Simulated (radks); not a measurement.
# Eu²³⁺ in [Kr] 4d4: an all-electron calculation

An exercise on one series of results from a longer session: the logs are not shown, and one member is left open.

Program: radks (a radial shooting solver on a logarithmic mesh, Libxc functionals) version 1. Level of theory: scalar-relativistic Kohn-Sham, SCAN, spin-unpolarised, spherical densities, finite nucleus. These are calculated values, not measurements, unless marked.

## The system

* element: europium (Z = 63)
* charge: +23
* electrons: 40
* configuration: [Kr] 4d4
* nuclear rms radius: 5.1115 fm

The outer shells:

Eu²³⁺
```
[Kr] core
4d [↑ ][↑ ][↑ ][↑ ][  ]
```

The first run:

The run's settings:

```text
Z 63
configuration [Kr] 4d4
relativity scalar-relativistic
functional scan,scan
spin unpolarised
nucleus finite rms 5.1115 fm
c 137.035999084
```

Steps of the session up to this table: Self-consistent calculation.

One table of the session follows, with a row left open; its other results are not shown here.

It belongs to the step «Radial structure». Sizes of the orbitals, from the radial functions (bohr):

| level | <r> | outermost maximum (interpolated) | 90 % within | nodes |
| --- | --- | --- | --- | --- |
| 1s | ? | ? | ? | ? |
| 2s | 0.09503 | 0.0805 | 0.147 | 1 |
| 2p | 0.08387 | 0.0651 | 0.136 | 0 |
| 3s | 0.2478 | 0.228 | 0.363 | 2 |
| 3p | 0.2461 | 0.224 | 0.368 | 1 |
| 3d | 0.2239 | 0.183 | 0.348 | 0 |
| 4s | 0.5300 | 0.510 | 0.751 | 3 |
| 4p | 0.5481 | 0.525 | 0.784 | 2 |
| 4d | 0.5614 | 0.530 | 0.820 | 1 |

**Question.** Estimate the row for 1s.

**Answer.** <r>: 0.02232; outermost maximum (interpolated): 0.0142; 90 % within: 0.0403; nodes: 0. In the column «<r>» it is the lowest.

To keep in mind: Spin polarisation and multiplet splitting are left out.
